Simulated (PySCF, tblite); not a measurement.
# C₁₃H₃F₃S₅: electronic excitations, NMR shifts

What do calculations give for the electronic excitations, NMR shifts of C₁₃H₃F₃S₅ (`FC(F)(F)c1csc2c1sc1c2sc2c3sccc3sc21`)?

Computed with tblite 0.8.0 and PySCF 2.14.0 and routines of our own; the level stands in each step. Atoms count from 0.

### 1 The starting structure

24 atoms, charge 0, multiplicity 1; geometry from: force field, distance geometry or constructed start.

### 2 Optimising the geometry with GFN2-xTB

Job settings and geometry (Å):

```
{"job": {"kind": "relax", "xc": "GFN2-xTB", "basis": "xTB"}, "charge": 0, "multiplicity": 1}
F     -3.268200     3.990200    -0.918300
C     -3.515400     3.063400    -1.880500
F     -4.511400     2.267400    -1.419700
F     -3.999100     3.732000    -2.959000
C     -2.302200     2.282800    -2.203200
C     -1.654300     2.172300    -3.434400
S     -0.243900     1.157800    -3.431600
C     -0.523100     0.885200    -1.794100
C     -1.616000     1.503500    -1.230100
S     -1.642500     1.026700     0.458100
C     -0.275100     0.076000     0.329700
C      0.205600     0.102900    -0.950800
S      1.589400    -0.853400    -1.084700
C      1.534400    -1.288300     0.540000
C      2.277700    -2.064800     1.371400
S      3.654300    -2.947800     0.984100
C      3.711800    -3.470700     2.634400
C      2.695500    -2.979200     3.439200
C      1.841300    -2.133500     2.678400
S      0.414000    -1.129700     2.775100
C      0.459600    -0.692100     1.162700
H     -1.933100     2.649900    -4.363800
H      4.515500    -4.132700     2.936400
H      2.578600    -3.205700     4.491000
```

Run with:

```console
OMP_NUM_THREADS=2 python large_run.py task.json out
```

This one command runs all jobs of the session in turn.

The log of the run:

```text
step      E/eV     max force
  0   -1626.54903    3.244
  1   -1627.04697    1.778
  2   -1627.30467    0.550
  3   -1627.34082    0.477
  4   -1627.38125    0.451
  5   -1627.41233    0.339
  6   -1627.43153    0.292
  7   -1627.44641    0.231
  8   -1627.45960    0.302
  9   -1627.47002    0.273
 10   -1627.47689    0.170
 11   -1627.48305    0.178
 12   -1627.49075    0.206
 13   -1627.49999    0.233
 14   -1627.50948    0.217
 15   -1627.51766    0.180
 16   -1627.52431    0.157
 17   -1627.53002    0.156
 18   -1627.53473    0.180
 19   -1627.53851    0.185
 20   -1627.54202    0.163
 21   -1627.54560    0.128
 22   -1627.54888    0.136
 23   -1627.55132    0.127
 24   -1627.55294    0.111
 25   -1627.55426    0.088
 26   -1627.55569    0.102
 27   -1627.55737    0.122
 28   -1627.55924    0.118
 29   -1627.56092    0.091
 30   -1627.56211    0.068
 31   -1627.56295    0.058
 32   -1627.56379    0.065
 33   -1627.56489    0.086
 34   -1627.56624    0.089
 35   -1627.56776    0.087
 36   -1627.56940    0.098
 37   -1627.57108    0.095
 38   -1627.57244    0.084
 39   -1627.57320    0.055
 40   -1627.57354    0.040
 41   -1627.57373    0.036
 42   -1627.57386    0.026
 43   -1627.57393    0.013
```

Wall time 0.88 s (2 threads of Arm Neoverse V2, shared host); peak memory 0.18 GiB.

Along the way:

| step | energy from step 0 (eV) | largest force (eV/Å) |
| --- | --- | --- |
| 0 | 0.0000 | 3.2439 |
| 1 | -0.4979 | 1.7781 |
| 2 | -0.7556 | 0.5495 |
| 3 | -0.7918 | 0.4774 |
| 4 | -0.8322 | 0.4513 |
| 5 | -0.8633 | 0.3391 |
| 6 | -0.8825 | 0.2913 |
| 7 | -0.8974 | 0.2313 |
| 8 | -0.9106 | 0.3024 |
| 10 | -0.9279 | 0.1695 |
| 13 | -0.9510 | 0.2329 |
| 16 | -0.9753 | 0.1571 |
| 19 | -0.9895 | 0.1853 |
| 22 | -0.9999 | 0.1363 |
| 24 | -1.0039 | 0.1109 |
| 27 | -1.0083 | 0.1223 |
| 30 | -1.0131 | 0.0680 |
| 33 | -1.0159 | 0.0862 |
| 36 | -1.0204 | 0.0979 |
| 39 | -1.0242 | 0.0549 |
| 40 | -1.0245 | 0.0396 |
| 41 | -1.0247 | 0.0360 |
| 42 | -1.0248 | 0.0258 |
| 43 | -1.0249 | 0.0122 |

Distances of close pairs at the start and the end, largest changes first:

| bond | before (Å) | after (Å) | change (Å) |
| --- | --- | --- | --- |
| S9–C10 | 1.670 | 1.738 | +0.068 |
| S19–C20 | 1.671 | 1.737 | +0.066 |
| S12–C13 | 1.683 | 1.737 | +0.054 |
| C10–C20 | 1.350 | 1.403 | +0.053 |
| C11–S12 | 1.687 | 1.737 | +0.050 |
| C13–C14 | 1.359 | 1.404 | +0.045 |
| C14–S15 | 1.681 | 1.725 | +0.044 |
| S6–C7 | 1.683 | 1.726 | +0.043 |

The end geometry stands in the next job.

### 3 Harmonic vibrations with GFN2-xTB

Job settings and geometry (Å):

```
{"job": {"kind": "ir", "xc": "GFN2-xTB", "basis": "xTB"}, "charge": 0, "multiplicity": 1}
F     -3.243634     3.910410    -0.781835
C     -3.512405     3.026798    -1.758749
F     -4.468881     2.214211    -1.276914
F     -4.070079     3.721677    -2.759536
C     -2.298096     2.276656    -2.191827
C     -1.794018     2.284996    -3.460465
S     -0.381442     1.317985    -3.638014
C     -0.443757     0.874479    -1.971093
C     -1.527468     1.467235    -1.325636
S     -1.634467     1.052050     0.356941
C     -0.208658     0.072130     0.190589
C      0.314737     0.073182    -1.103730
S      1.739176    -0.907625    -1.266916
C      1.633158    -1.323049     0.416107
C      2.386586    -2.122449     1.289894
S      3.797923    -3.107963     1.180880
C      3.665727    -3.504462     2.860577
C      2.606721    -2.922140     3.479687
C      1.867725    -2.126719     2.583135
S      0.441309    -1.144205     2.743602
C      0.547219    -0.727929     1.060696
H     -2.183888     2.814434    -4.306661
H      4.397051    -4.157973     3.292233
H      2.362418    -3.049872     4.517261
```

The log of the run:

```text
mode    cm-1     km/mol
  1      21.5      0.03
  2      32.7      0.07
  3      62.0      0.84
  4      64.0      0.92
  5      86.3      0.30
  6     118.4      0.78
  7     138.3      0.01
  8     157.9      0.64
  9     216.8      0.02
 10     217.0      0.35
 11     225.2      0.59
 12     241.3      0.00
 13     253.7      0.29
 14     285.4      5.48
 15     322.0      5.70
 16     327.1      0.08
 17     342.0      0.29
 18     401.6      0.44
 19     423.2      0.79
 20     423.8      5.73
 21     441.1      2.26
 22     449.9      3.61
 23     456.4      0.60
 24     473.2      0.71
 25     486.1      2.86
 26     498.1      0.57
 27     533.1      0.54
 28     555.3      3.98
 29     572.2      1.07
 30     578.2      4.51
 31     590.8      0.02
 32     620.2     22.41
 33     637.8      0.75
 34     647.2     14.36
 35     710.3      3.60
 36     742.3     17.21
 37     743.3     10.08
 38     753.7      0.92
 39     792.0     24.41
 40     823.9      4.48
 41     851.2     44.92
 42     886.8     19.67
 43     918.9      6.79
 44     944.9     35.64
 45     969.7     11.08
 46     995.2      3.14
 47    1036.1    294.95
 48    1064.7    200.69
 49    1076.6      3.06
 50    1123.4     28.05
 51    1153.8     20.30
 52    1183.4    352.71
 53    1286.1     14.70
 54    1319.4      5.24
 55    1355.0      6.19
 56    1390.4     26.69
 57    1399.0     21.42
 58    1411.2     66.91
 59    1428.0     57.33
 60    1441.7     41.93
 61    1449.5      4.40
 62    1490.7     19.44
 63    1517.1     69.14
 64    3149.8      3.53
 65    3169.7      0.99
 66    3172.7      9.60
```

Wall time 2.5 s (2 threads of Arm Neoverse V2, shared host); peak memory 0.18 GiB.

The strongest bands and the atoms that carry them (share of the mass-weighted mode):

| cm⁻¹ | km/mol | atoms |
| --- | --- | --- |
| 851 | 44.9 | C5 55 %, S6 21 %, H21 13 % |
| 1036 | 294.9 | C1 74 %, F0 12 %, F2 12 % |
| 1065 | 200.7 | C1 73 %, F3 14 % |
| 1183 | 352.7 | C1 54 %, C5 12 % |
| 1411 | 66.9 | C4 33 %, C8 22 %, C11 14 %, C7 11 % |
| 1428 | 57.3 | C10 28 %, C20 25 %, C14 12 % |
| 1442 | 41.9 | C13 23 %, C14 19 %, C20 15 %, C11 13 % |
| 1517 | 69.1 | C4 55 %, C5 34 % |

### 4 Electronic excitations: TDA CAM-B3LYP/def2-SVP

The job, as its differences from that of step 3:

```diff
@@ -1,2 +1,2 @@
-{"job": {"kind": "ir", "xc": "GFN2-xTB", "basis": "xTB"}, "charge": 0, "multiplicity": 1}
+{"job": {"kind": "uv", "basis": "def2-SVP", "grid": 1, "kgrid": 0, "vcut": 1.5, "nstates": 6, "ntriplets": 2, "tda": true, "delta": [], "pop": true, "xc": "CAM-B3LYP"}, "charge": 0, "multiplicity": 1}
 F     -3.243634     3.910410    -0.781835
```

Level: TDA CAM-B3LYP/def2-SVP, vertical, gas phase, core orbitals frozen in the response, virtual orbitals cut by energy.

The log of the run:

```text
start: PBE on a coarse grid of 26214 points
cycle   1  E = -2784.1514004688  dE =  4.208e+00  |g| = 1.050e+00  |ddm| = 7.517e+00
cycle   2  E = -2783.5509982239  dE =  6.004e-01  |g| = 2.022e+00  |ddm| = 3.206e+00
cycle   3  E = -2784.3559909331  dE = -8.050e-01  |g| = 2.337e-01  |ddm| = 2.406e+00
cycle   4  E = -2784.3641517223  dE = -8.161e-03  |g| = 1.678e-01  |ddm| = 5.616e-01
cycle   5  E = -2784.3719799248  dE = -7.828e-03  |g| = 4.507e-02  |ddm| = 2.565e-01
cycle   6  E = -2784.3724191002  dE = -4.392e-04  |g| = 2.296e-02  |ddm| = 7.946e-02
cycle   7  E = -2784.3725476400  dE = -1.285e-04  |g| = 7.448e-03  |ddm| = 3.481e-02
final grid: 114333 points
cycle   8  E = -2786.1522783288  dE = -1.485e-02  |g| = 8.935e-02  |ddm| = 7.235e-01
cycle   9  E = -2786.1523802158  dE = -1.019e-04  |g| = 1.003e-01  |ddm| = 2.003e-01
cycle  10  E = -2786.1542337493  dE = -1.854e-03  |g| = 9.703e-03  |ddm| = 1.050e-01
cycle  11  E = -2786.1542671278  dE = -3.338e-05  |g| = 7.020e-03  |ddm| = 2.616e-02
cycle  12  E = -2786.1542825711  dE = -1.544e-05  |g| = 1.678e-03  |ddm| = 1.147e-02
cycle  13  E = -2786.1542836964  dE = -1.125e-06  |g| = 5.541e-04  |ddm| = 3.223e-03
cycle  14  E = -2786.1542824422  dE =  1.254e-06  |g| = 3.225e-04  |ddm| = 1.578e-03
cycle  15  E = -2786.1542810359  dE =  1.406e-06  |g| = 1.030e-04  |ddm| = 6.027e-04
cycle  16  E = -2786.1542828349  dE = -1.799e-06  |g| = 3.189e-05  |ddm| = 2.372e-04
converged SCF energy = -2786.1542828349

Static polarisability (au): isotropic 220.657, principal 90.530 206.653 364.787

Singlet excitations
state   eV       nm        f      main configurations
  1   4.0310    307.6   1.06784   H->L 0.94
  2   4.6339    267.6   0.21031   H-1->L 0.91
  3   5.1587    240.3   0.00160   H-2->L 0.81
  4   5.3642    231.1   0.02506   H->L+1 0.88
  5   5.4683    226.7   0.00000   H->L+2 0.57, H->L+3 0.34
  6   5.5255    224.4   0.00001   H->L+3 0.59, H->L+2 0.33

Triplet excitations (Tamm-Dancoff, eV): 2.5924 3.5391
```

It took 48 s on 2 threads of Arm Neoverse V2, shared host; peak memory 1.2 GiB.

The orbitals next to the gap, with their largest atomic shares:

| orbital | eV | atoms |
| --- | --- | --- |
| HOMO−4 | -9.20 | S6 18 %, S12 17 %, S15 17 % |
| HOMO−3 | -8.81 | C16 16 %, C14 15 %, C5 14 % |
| HOMO−2 | -8.26 | S9 22 %, S15 18 %, S6 15 % |
| HOMO−1 | -7.57 | S19 24 %, S12 23 %, S9 15 % |
| HOMO | -6.90 | C11 12 %, C16 12 %, C13 12 % |
| LUMO | -0.82 | C5 12 %, C16 8 %, C13 8 % |
| LUMO+1 | 0.58 | C5 18 %, C4 11 %, C16 11 % |
| LUMO+2 | 1.47 | S6 18 %, S19 15 %, S12 15 % |
| LUMO+3 | 1.52 | S9 22 %, S12 21 %, S15 10 % |

With each of the 6 states as a Gaussian band of 0.4 eV half-width at 1/e, the curve within the window shown has maxima at 307 nm (ε 44,000) L/(mol cm). Beyond the last state computed it falls off for lack of states. The curve at chosen wavelengths:

nm, ε (L/mol/cm) and a bar:
```
      213        274 
      219        599 
      225        978 
      231       1349 #
      237       1871 #
      243       2881 ##
      249       4594 ###
      254       6487 ####
      260       9102 ######
      266      12061 ########
      272      15730 ###########
      278      20595 ##############
      284      26720 ##################
      290      33402 #######################
      296      39340 ###########################
      302      43184 #############################
      308      44090 ##############################
      314      41989 #############################
      320      37485 #########################
      325      32597 ######################
      331      26242 ##################
      337      20128 ##############
      343      14787 ##########
      349      10453 #######
      355       7142 #####
      361       4735 ###
```

Leading natural transition orbitals of singlet state 1: the hole lies on C11, C13, C20 about 11 % each; 4 C atoms about 9 % each; C5, C14 about 6 % each; the particle on 6 C atoms about 8 % each; S6, S9, S12 about 6 % each; C16, C20 about 6 % each.

Further results of this job:

| property | computed |
| --- | --- |
| dipole moment (D) | 2.88 |
| polarisability (Å³) | 32.70 |
| HOMO–LUMO gap (eV) | 6.08 |
| −ε(HOMO) (eV) | 6.90 |

The fields below are evaluated on a grid from the run's orbitals.

Frontier orbitals at CAM-B3LYP/def2-SVP, with the share of their density that lies nearest to each atom:

| orbital | energy (eV) | lies on |
| --- | --- | --- |
| HOMO | -6.90 | 5 C atoms about 10 % each; C5, C8, C10 about 8 % each; C14 6 % |
| LUMO | -0.82 | C5 10 %; 6 C atoms about 7 % each; S6, S12 about 6 % each |

ELF in a plane through or near 22 of the atoms.

Ten even steps from ' ' (0.00) to '@' (1.00):
```
                                                        
                                                        
                    ..                                  
                  ==**++      ::::                      
        ==@@%%    ##@@##..  ::####--                    
        %%@@@@    **==##..  --%%@@++                    
        ##@@@@::--++**++..  ==..::==  ..--::::==        
        ::%%##**++##--%%--::**::--==  ..::==####..      
          ++++%%--**--==++++********==**--****%%::      
    --%%##++%%--****..++++::--::++==%%::##::%%##..      
    ##@@@@::==  **--==%%==++%%::**--%%--==  **==        
    ##@@@@++%%==++++==++::++::##::##..%%++--            
    ..##--------%%++++@@==%%==%%::##--::==@@##          
          ::--==++..::**++****++**##==####@@@@::        
          --%%%%++    **--==::  --..==**==@@@@          
          --%%%%==  ..%%####::  ------++  --::          
            ==++..    **%%**..  --@@@@++                
                      ::--::    ::****::                
                                  ::::                  
                                                        
```
The map spans 19.0 Å across and 10.1 Å up, centred on the molecule. Atoms in the plane (x, y in Å): C1 (4.8, 1.1), F3 (6.1, 0.7), C4 (3.9, 0.0), C5 (4.3, -1.3), S6 (2.9, -2.4), C7 (1.8, -1.1), C8 (2.5, 0.1), S9 (1.4, 1.4), C10 (0.0, 0.3), C11 (0.4, -1.0), S12 (-0.9, -2.1), C13 (-2.0, -0.7), C14 (-3.4, -0.6), S15 (-4.8, -1.6), C16 (-5.9, -0.3), C17 (-5.2, 0.9), C18 (-3.8, 0.7), S19 (-2.5, 1.8), C20 (-1.4, 0.5), H21 (5.3, -1.7), H22 (-6.9, -0.4), H23 (-5.7, 1.9).

log10 of the density (e/Å³) in the same plane.

Ten even steps from ' ' (-4.0) to '@' (1.9):
```
                                                        
                  ......                                
                ..::::::..    ....                      
        ..::::..::======::..::----::....::::            
      ..--====--==++**++----====++==::--====::..        
      ..==++++====**##**==--==****==--==++==--::        
      ::==****++++**@@**++==++####++==++****++==::      
      ::==**##******##**++++**%%%%++==++%%**##**--      
    ::--==**@@##@@****####**##**********####@@##==      
  ..--++****##**##****########****%%##%%****##**==      
  ..--++##%%##++####**##****##****####%%**++++++--      
  ..--++********##%%##%%****%%####****##**++==--..      
    ::==++++##%%************####%%****####**==::        
    ..::==++##@@**++++**@@************##****==::        
      ..--==****++====**@@**++==++##@@**++++--::        
        ::==++++==--==++****==--++**##++====::..        
        ..::--==--::--==++==----==++**++--::..          
          ..::::..  ..------::..--====--::              
                      ..::::..  ::----::..              
                                  ....                  
```
The map spans 19.0 Å across and 10.1 Å up, centred on the molecule. Atoms in the plane (x, y in Å): C1 (4.8, 1.1), F3 (6.1, 0.7), C4 (3.9, 0.0), C5 (4.3, -1.3), S6 (2.9, -2.4), C7 (1.8, -1.1), C8 (2.5, 0.1), S9 (1.4, 1.4), C10 (0.0, 0.3), C11 (0.4, -1.0), S12 (-0.9, -2.1), C13 (-2.0, -0.7), C14 (-3.4, -0.6), S15 (-4.8, -1.6), C16 (-5.9, -0.3), C17 (-5.2, 0.9), C18 (-3.8, 0.7), S19 (-2.5, 1.8), C20 (-1.4, 0.5), H21 (5.3, -1.7), H22 (-6.9, -0.4), H23 (-5.7, 1.9).

On the surface of density 0.002 e/bohr³ the electrostatic potential runs, from the 1st to the 99th percentile, from -0.60 V near F2 to 1.34 V near H21.

[end of part 1 of 2]
